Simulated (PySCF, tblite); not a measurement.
**ClH4PSi2, a cluster model of a defect: NMR shifts, core binding energies and electronic excitations, part 1 of 2**

Wanted: the NMR shifts, core binding energies and electronic excitations for `[SiH3]P[Si]Cl`. It is drawn as: twofold Si.

Computed with tblite 0.8.0 and PySCF 2.14.0; each step states its level. No surroundings beyond the atoms listed, unless a continuum is named. Atoms count from 0, parts from 1.

## 1. The system as given

8 atoms, charge 0, multiplicity 1; geometry: distance geometry start.

## 2. Relaxing the cluster with GFN2-xTB

What the job is given:

```
{"job": {"kind": "relax", "xc": "GFN2-xTB", "basis": "xTB"}, "charge": 0, "multiplicity": 1}
Si     2.177400     0.567093     0.969038
Cl     3.240828    -1.006101     0.101819
P      0.366897     1.013865    -0.050480
Si    -1.258957    -0.394498    -0.008212
H      0.384460     1.970860    -1.090904
H     -1.240346    -1.230739    -1.199743
H     -2.531181     0.349421     0.121350
H     -1.138868    -1.268978     1.185470
```

Method: GFN2-xTB geometry optimisation, gas phase.

Launch:

```bash
OMP_NUM_THREADS=1 python cluster_run.py task.json out
```

This one command runs all jobs of the session in turn.

What it wrote:

```text
step      E/eV     max force
  0    -341.51408    1.951
  1    -341.62402    0.938
  2    -341.67123    0.901
  3    -341.70737    1.112
  4    -341.79311    0.959
  5    -341.84142    1.064
  6    -341.89374    0.930
  7    -341.97564    0.800
  8    -342.00439    0.597
  9    -342.03976    0.510
 10    -342.06911    0.360
 11    -342.08489    0.337
 12    -342.10023    0.406
 13    -342.12443    0.536
 14    -342.15165    0.673
 15    -342.17777    0.636
 16    -342.19594    0.418
 17    -342.20438    0.245
 18    -342.20898    0.223
 19    -342.21511    0.320
 20    -342.22283    0.377
 21    -342.23353    0.288
 22    -342.23671    0.155
 23    -342.23790    0.111
 24    -342.23892    0.099
 25    -342.24003    0.117
 26    -342.24130    0.148
 27    -342.24285    0.170
 28    -342.24456    0.152
 29    -342.24621    0.114
 30    -342.24753    0.111
 31    -342.24845    0.099
 32    -342.24933    0.118
 33    -342.25075    0.136
 34    -342.25308    0.177
 35    -342.25604    0.182
 36    -342.25862    0.125
 37    -342.26004    0.091
 38    -342.26072    0.084
 39    -342.26144    0.079
 40    -342.26235    0.121
 41    -342.26352    0.147
 42    -342.26506    0.149
 43    -342.26684    0.148
 44    -342.26825    0.088
 45    -342.26890    0.047
 46    -342.26905    0.032
 47    -342.26910    0.027
 48    -342.26919    0.026
 49    -342.26933    0.032
 50    -342.26951    0.039
 51    -342.26965    0.031
 52    -342.26972    0.023
 53    -342.26977    0.023
 54    -342.26985    0.029
 55    -342.27004    0.050
 56    -342.27057    0.105
 57    -342.27235    0.227
 58    -342.27352    0.457
 59    -342.27783    0.339
 60    -342.28550    0.325
 61    -342.29571    0.310
 62    -342.30871    0.425
 63    -342.31164    0.435
 64    -342.32621    0.361
 65    -342.33060    0.428
 66    -342.34159    0.461
 67    -342.35867    0.330
 68    -342.36967    0.421
 69    -342.38882    0.258
 70    -342.40227    0.212
 71    -342.41306    0.291
 72    -342.41577    0.495
 73    -342.42213    0.302
 74    -342.42463    0.176
 75    -342.42699    0.218
 76    -342.42929    0.207
 77    -342.42995    0.222
 78    -342.43063    0.246
 79    -342.43186    0.188
 80    -342.43326    0.182
 81    -342.43615    0.196
 82    -342.43976    0.218
 83    -342.44348    0.203
 84    -342.44607    0.125
 85    -342.44754    0.052
 86    -342.44808    0.042
 87    -342.44829    0.029
 88    -342.44839    0.028
 89    -342.44843    0.019
 90    -342.44847    0.015
 91    -342.44848    0.017
 92    -342.44851    0.017
 93    -342.44855    0.026
 94    -342.44861    0.039
 95    -342.44873    0.053
 96    -342.44895    0.063
 97    -342.44935    0.066
 98    -342.44993    0.069
 99    -342.45071    0.085
100    -342.45144    0.073
101    -342.45186    0.064
102    -342.45226    0.067
103    -342.45275    0.071
104    -342.45360    0.139
105    -342.45270    0.160
106    -342.45538    0.127
107    -342.45652    0.103
108    -342.45640    0.148
109    -342.45809    0.078
110    -342.45845    0.059
111    -342.45873    0.057
112    -342.45890    0.048
113    -342.45908    0.044
114    -342.45929    0.051
115    -342.45944    0.048
116    -342.45960    0.035
117    -342.45970    0.033
118    -342.45977    0.035
119    -342.45984    0.024
120    -342.45991    0.022
121    -342.45999    0.024
122    -342.46009    0.030
123    -342.46018    0.030
124    -342.46026    0.022
125    -342.46032    0.020
126    -342.46037    0.018
127    -342.46040    0.014
128    -342.46041    0.010
129    -342.46042    0.005
```

Wall time 2.4 s (1 thread of Arm Neoverse V1, shared host).

Along the way:

```csv
step,energy from step 0 (eV),largest force (eV/Å)
0,0.0000,1.9503
5,-0.3273,1.0633
10,-0.5550,0.3595
15,-0.6637,0.6364
20,-0.7088,0.3767
25,-0.7260,0.1169
30,-0.7335,0.1114
35,-0.7420,0.1823
40,-0.7483,0.1210
45,-0.7548,0.0471
50,-0.7554,0.0388
55,-0.7560,0.0498
60,-0.7714,0.3245
65,-0.8165,0.4277
70,-0.8882,0.2114
75,-0.9129,0.2173
80,-0.9192,0.1827
85,-0.9335,0.0526
90,-0.9344,0.0148
95,-0.9347,0.0525
100,-0.9374,0.0723
105,-0.9386,0.1594
110,-0.9444,0.0597
115,-0.9454,0.0481
120,-0.9458,0.0215
125,-0.9462,0.0198
129,-0.9463,0.0054
```

Distances of close pairs at the start and the end, largest changes first:

```csv
bond,before (Å),after (Å),change (Å)
Si0–P2,2.125,2.236,+0.111
P2–Si3,2.151,2.235,+0.083
P2–H4,1.414,1.386,-0.028
Si0–Cl1,2.088,2.061,-0.027
Si3–H7,1.485,1.460,-0.024
Si3–H6,1.479,1.460,-0.019
Si3–H5,1.456,1.468,+0.013
```

## 3. Optimising the geometry at PBE0-D3(BJ)/def2-SVP

What the job is given:

```
{"job": {"xc": "PBE0", "basis": "def2-SVP", "d3": "d3bj", "grid": 2, "kind": "geom", "shake": 0.01}, "charge": 0, "multiplicity": 1}
Si     2.276694     0.377301    -0.447366
Cl     2.687542    -1.074340     0.919797
P      0.355115     1.211396     0.436512
Si    -1.079280    -0.388892    -0.011390
H      0.076214     1.993193    -0.667506
H     -0.820782    -1.095304    -1.261793
H     -2.401602     0.267236    -0.105107
H     -1.047824    -1.319143     1.108953
```

What it wrote:

```text
step   0  E = -1382.00338050  max force = 0.020058
step   1  E = -1382.00859858  max force = 0.005243
step   2  E = -1382.00927040  max force = 0.002575
step   3  E = -1382.00942465  max force = 0.001388
step   4  E = -1382.00948374  max force = 0.001762
step   5  E = -1382.00954280  max force = 0.001212
step   6  E = -1382.00957960  max force = 0.000827
step   7  E = -1382.00959878  max force = 0.000381
step   8  E = -1382.00960458  max force = 0.000184
optimisation converged
```

Run time: 34 s. Hardware: 1 thread of Arm Neoverse V1, shared host; peak memory 0.46 GiB.

Along the way:

```csv
step,energy from step 0 (eV),largest force component (eV/Å)
0,0.0000,1.0314
1,-0.1420,0.2696
2,-0.1603,0.1324
3,-0.1645,0.0714
4,-0.1661,0.0906
5,-0.1677,0.0623
6,-0.1687,0.0425
7,-0.1692,0.0196
8,-0.1694,0.0095
```

Distances of close pairs at the start and the end, largest changes first:

```csv
bond,before (Å),after (Å),change (Å)
Si0–Cl1,2.036,2.112,+0.077
P2–Si3,2.195,2.260,+0.064
P2–H4,1.381,1.427,+0.046
Si3–H5,1.459,1.494,+0.035
Si3–H7,1.457,1.488,+0.032
Si0–P2,2.274,2.258,-0.016
Si3–H6,1.479,1.493,+0.014
```

The end geometry stands in the next job.

```csv
at the end point,value
point group (found at 0.08 Å tolerance),C1
"rotational constants (GHz, main isotopes)","3.520, 1.730, 1.273"
dipole moment (D),1.36
```

## 4. Shielding tensors: PBE0/pcSseg-2

What the job is given:

```
{"job": {"kind": "nmr", "xc": "PBE0", "basis": "pcSseg-2"}, "charge": 0, "multiplicity": 1}
Si     2.338117     0.563625    -0.381798
Cl     2.363491    -1.270755     0.665591
P      0.366893     1.318855     0.418953
Si    -1.020897    -0.422925     0.036754
H      0.040703     2.155274    -0.690168
H     -0.626645    -1.262327    -1.134414
H     -2.377276     0.150669    -0.209287
H     -1.037000    -1.260027     1.267324
```

With the program's defaults for keys left out, this is: GIAO PBE0/pcSseg-2 NMR shielding, non-relativistic, gas phase.

What it wrote:

```text
coarse grid: 8976 points
cycle   1  E = -1382.4588550993  dE =  4.025e-03  |g| = 3.242e-01  |ddm| = 2.241e+00
cycle   2  E = -1382.4302093615  dE =  2.865e-02  |g| = 4.450e-01  |ddm| = 8.047e-01
cycle   3  E = -1382.4882828400  dE = -5.807e-02  |g| = 5.125e-02  |ddm| = 4.903e-01
cycle   4  E = -1382.4887759673  dE = -4.931e-04  |g| = 1.686e-02  |ddm| = 6.484e-02
cycle   5  E = -1382.4888557831  dE = -7.982e-05  |g| = 4.579e-03  |ddm| = 2.209e-02
cycle   6  E = -1382.4888617715  dE = -5.988e-06  |g| = 1.484e-03  |ddm| = 7.085e-03
final grid: 69016 points
cycle   7  E = -1382.5037680912  dE = -3.322e-05  |g| = 6.247e-03  |ddm| = 1.929e-02
cycle   8  E = -1382.5037626793  dE =  5.412e-06  |g| = 6.661e-03  |ddm| = 1.220e-02
cycle   9  E = -1382.5037746933  dE = -1.201e-05  |g| = 9.702e-04  |ddm| = 8.317e-03
cycle  10  E = -1382.5037750162  dE = -3.229e-07  |g| = 1.591e-04  |ddm| = 1.296e-03
cycle  11  E = -1382.5037750227  dE = -6.490e-09  |g| = 5.979e-05  |ddm| = 2.154e-04
cycle  12  E = -1382.5037750237  dE = -9.809e-10  |g| = 1.195e-05  |ddm| = 7.235e-05
converged SCF energy = -1382.5037750237

GIAO shielding tensors (ppm)
atom      isotropic    diamagn.    paramagn.     s11        s22        s33       span
  0 Si    -244.549     874.588   -1119.137  -1128.065    151.206    243.211   1371.276
  1 Cl     473.247    1148.901    -675.654    -92.885    448.665   1063.962   1156.847
  2 P      365.499     968.734    -603.235     11.486    468.883    616.128    604.641
  3 Si     432.366     878.852    -446.487    410.948    436.845    449.304     38.356
  4 H       26.889      29.943      -3.055     24.071     26.237     30.358      6.287
  5 H       27.009      29.044      -2.035     23.927     25.592     31.509      7.582
  6 H       27.229      28.485      -1.257     23.738     25.185     32.763      9.025
  7 H       26.747      28.868      -2.121     23.638     25.481     31.121      7.483
```

Run time: 28 s. Hardware: 1 thread of Arm Neoverse V1, shared host; peak memory 0.88 GiB.

Shifts follow as δ = σ(reference) − σ, with reference shieldings (ppm) from runs at the same level and on the same kind of geometry: $^{1}$H TMS 31.25, $^{29}$Si TMS 341.3, $^{31}$P H3PO4 296.6, $^{35}$Cl HCl 941. The references are single molecules in the gas phase, so shifts against H2O, NH3, PH3, H3PO4 or CFCl3 are not on the usual liquid scales and can be off by tens of ppm.

```csv
atoms,environment,σ (ppm),δ (ppm)
H7,hydrogen on a silicon bonded to P,26.75,4.50
H4,hydrogen on a phosphorus bonded to 2 Si,26.89,4.36
H5,hydrogen on a silicon bonded to P,27.01,4.24
H6,hydrogen on a silicon bonded to P,27.23,4.02
Si0,"silicon bonded to Cl, P",-244.5,585.8
Si3,"silicon bonded to P, 3 H",432.4,-91.1
Cl1,chlorine bonded to Si,473,468
P2,"phosphorus bonded to 2 Si, H",365.5,-68.9
```

Charges from the same density, by scheme (e):

```csv
atoms,Mulliken,IAO,Hirshfeld,ESP fit
Si0,0.38,0.36,0.20,0.08
Cl1,-0.29,-0.30,-0.13,-0.11
P2,-0.26,-0.20,-0.09,-0.16
Si3,0.44,0.43,0.25,0.16
```

Mayer bond orders: Si0–Cl1 0.95, Si0–P2 1.05, P2–Si3 0.90.

Orbitals, density, ELF and potential are computed afterwards from the orbital file.

Frontier orbitals at PBE0/pcSseg-2, with the share of their density that lies nearest to each atom:

```csv
orbital,energy (eV),lies on
HOMO,-6.74,Si0 48 %; P2 32 %; Cl1 12 %
LUMO,-2.91,Si0 73 %; Cl1 9 %; P2 9 %
```

ELF in a plane through or near 5 of the atoms.

Values, 10 rows by 14 columns:
```
0.00 0.00 0.00 0.00 0.00 0.00 0.00 0.00 0.00 0.00 0.00 0.00 0.00 0.00
0.00 0.00 0.00 0.02 0.03 0.01 0.00 0.00 0.00 0.00 0.00 0.00 0.00 0.00
0.00 0.04 0.45 0.72 0.74 0.59 0.11 0.00 0.04 0.04 0.00 0.00 0.00 0.00
0.00 0.10 0.73 0.70 0.51 0.88 0.18 0.10 0.49 0.51 0.12 0.01 0.00 0.00
0.00 0.03 0.17 0.70 0.82 0.42 0.04 0.22 0.29 0.08 0.43 0.39 0.03 0.00
0.07 0.83 0.94 0.34 0.58 0.79 0.71 0.87 0.08 0.58 1.00 1.00 0.61 0.00
0.03 0.86 0.98 0.85 0.55 0.68 0.50 0.55 0.22 0.47 0.99 0.98 0.14 0.00
0.00 0.03 0.39 0.24 0.03 0.42 1.00 0.99 0.37 0.00 0.01 0.00 0.00 0.00
0.00 0.00 0.00 0.00 0.00 0.13 0.78 0.74 0.09 0.00 0.00 0.00 0.00 0.00
0.00 0.00 0.00 0.00 0.00 0.00 0.00 0.00 0.00 0.00 0.00 0.00 0.00 0.00
```
The map spans 10.0 Å across and 9.7 Å up, centred on the molecule. Atoms in the plane (x, y in Å): Si0 (-2.4, -0.4), Cl1 (-2.2, 1.7), Si3 (1.1, 0.3), H4 (-0.3, -2.2), H6 (2.3, -0.5).

On the surface of density 0.002 e/bohr³ the electrostatic potential runs, from the 1st to the 99th percentile, from -0.54 V near P2 to 1.63 V near Si0.

(Continued in part 2 of 2.)
